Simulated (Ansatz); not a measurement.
# ZrTlF6: the cost of one run

Program: Ansatz 0.2.0. Level of theory: DFT PBE, scalar-relativistic, plane waves, PAW. These are calculated values, not measurements.

1 further run of the same task is left out (set aside as unsound or not needed).

### 1 The structure to begin with

The structure is cubic, space group Fm-3m (No. 225). The conventional cell has a = 8.892 Å, b = 8.892 Å, c = 8.892 Å, α = 90.00°, β = 90.00°, γ = 90.00°. Zr (site symmetry m-3m) is surrounded by 6 F at 2.02 Å. Tl (site symmetry m-3m) has 6 F at 2.42 Å as nearest neighbours. Around F (site symmetry 4mm) lie 1 Zr at 2.02 Å and 1 Tl at 2.42 Å.

Structure file:

```
CELL_PARAMETERS angstrom
0.00000 4.44620 4.44620
4.44620 0.00000 4.44620
4.44620 4.44620 0.00000
ATOMIC_POSITIONS crystal
Zr 0.00000 0.00000 0.00000
Tl 0.50000 0.50000 0.50000
F 0.77229 0.22771 0.22771
F 0.22771 0.77229 0.77229
F 0.22771 0.77229 0.22771
F 0.77229 0.22771 0.77229
F 0.22771 0.22771 0.77229
F 0.77229 0.77229 0.22771
```

The cell was relaxed beforehand at this level, from a generated guess; it is a trial structure. At a tolerance of 0.05 Å it has space group Fm-3m (No. 225); it has 21.97 Å³/atom, an uncorrected energy of -2.94 eV/atom over the elements and, on its mesh, gap none (metal).

### 2 Volume × 0.97

input.yaml reads:

```yaml
crystal:
  lattice:
    - [0.0, 4.4012825489, 4.4012825489]
    - [4.4012825489, 0.0, 4.4012825489]
    - [4.4012825489, 4.4012825489, 0.0]
  atoms:
    - { symbol: Zr, position: [0.0, 0.0, 0.0] }
    - { symbol: Tl, position: [0.5, 0.5, 0.5] }
    - { symbol: F, position: [0.7722941765, 0.2277058235, 0.2277058235] }
    - { symbol: F, position: [0.2277058235, 0.7722941765, 0.7722941765] }
    - { symbol: F, position: [0.2277058235, 0.7722941765, 0.2277058235] }
    - { symbol: F, position: [0.7722941765, 0.2277058235, 0.7722941765] }
    - { symbol: F, position: [0.2277058235, 0.2277058235, 0.7722941765] }
    - { symbol: F, position: [0.7722941765, 0.7722941765, 0.2277058235] }
basis:
  ecutwfc: 420
kpoints:
  mp_grid: { grid: [8, 8, 8] }
hamiltonian:
  xc: pbe
scf:
  occupations: { method: gaussian, width: 0.1 }
output:
  forces: true
  stress: true
  eigenvalues: true
  write_density: true
  write_potential: true
  elf: true
  volumetric_format: npy
relax:
  adjacent_minimum: "off"
  f_tol: 0.01
  max_steps: 30
```

Run with:

```console
$ ansatz run input.yaml --threads 1 --pin off --max-ram 2048MiB --backend cpu --events-out ev --progress --plain --runs-dir out
```

**Question.** How long does this run take on 1 thread of Arm Neoverse N1, shared host, and how much memory does it need?

About 64 s, with a peak of 0.54 GiB.
